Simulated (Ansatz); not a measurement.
# Ta2GeO: the cost of one run

Computed with Ansatz 0.2.0 (DFT PBE, scalar-relativistic, plane waves, PAW, unless a step's input says otherwise).

### Step 1. The starting structure

The structure is trigonal, space group R-3m (No. 166). Conventional cell: a = 4.927 Å, b = 4.927 Å, c = 9.151 Å, α = 90.00°, β = 90.00°, γ = 120.00°. Around Ta (site symmetry 3m) lie 1 Ge at 2.08 Å and 1 O at 2.49 Å. Ge (site symmetry -3m) is surrounded by 2 Ta at 2.08 Å. Around O (site symmetry -3m) lie 2 Ta at 2.49 Å.

Coordinates:

```cif
data_structure
_symmetry_space_group_name_H-M 'R-3m:H'
_symmetry_Int_Tables_number 166
_cell_length_a 4.9266
_cell_length_b 4.9266
_cell_length_c 9.1514
_cell_angle_alpha 90.000
_cell_angle_beta 90.000
_cell_angle_gamma 120.000
_cell_volume 192.36
loop_
_atom_site_label
_atom_site_type_symbol
_atom_site_symmetry_multiplicity
_atom_site_Wyckoff_symbol
_atom_site_fract_x
_atom_site_fract_y
_atom_site_fract_z
_atom_site_occupancy
Ta1 Ta 6 c 0.33333 0.66667 0.43889 1
Ge1 Ge 3 a 0.00000 0.00000 0.00000 1
O1 O 3 b 0.33333 0.66667 0.16667 1
```

Recipe of the guess: random cell by space group and Wyckoff sites (R-3m, No. 166). Its size is a rough estimate.

### Step 2. Probe: one point on a coarse mesh

Input file input.yaml:

```yaml
crystal:
  lattice:
    - [2.4632936, 1.42218322, 3.05047507]
    - [-2.4632936, 1.42218322, 3.05047507]
    - [0.0, -2.84436645, 3.05047507]
  atoms:
    - { symbol: Ta, position: [0.7722215, 0.7722215, 0.7722215] }
    - { symbol: Ta, position: [0.2277785, 0.2277785, 0.2277785] }
    - { symbol: Ge, position: [0.0, 0.0, 0.0] }
    - { symbol: O, position: [0.5, 0.5, 0.5] }
basis:
  ecutwfc: 420
kpoints:
  mp_grid: { grid: [6, 6, 6] }
hamiltonian:
  xc: pbe
scf:
  occupations: { method: gaussian, width: 0.1 }
  lower_state_search: "off"
output:
  forces: true
  stress: true
  eigenvalues: true
```

The run is started by

```sh
$ ansatz run input.yaml --threads 1 --pin off --max-ram 2560MiB --backend cpu --events-out ev --progress --plain --runs-dir out
```

What time and memory should one allow on 1 thread of Intel Xeon Platinum 8488C (Sapphire Rapids), shared host?

About 2.6 s, with a peak of 0.42 GiB.
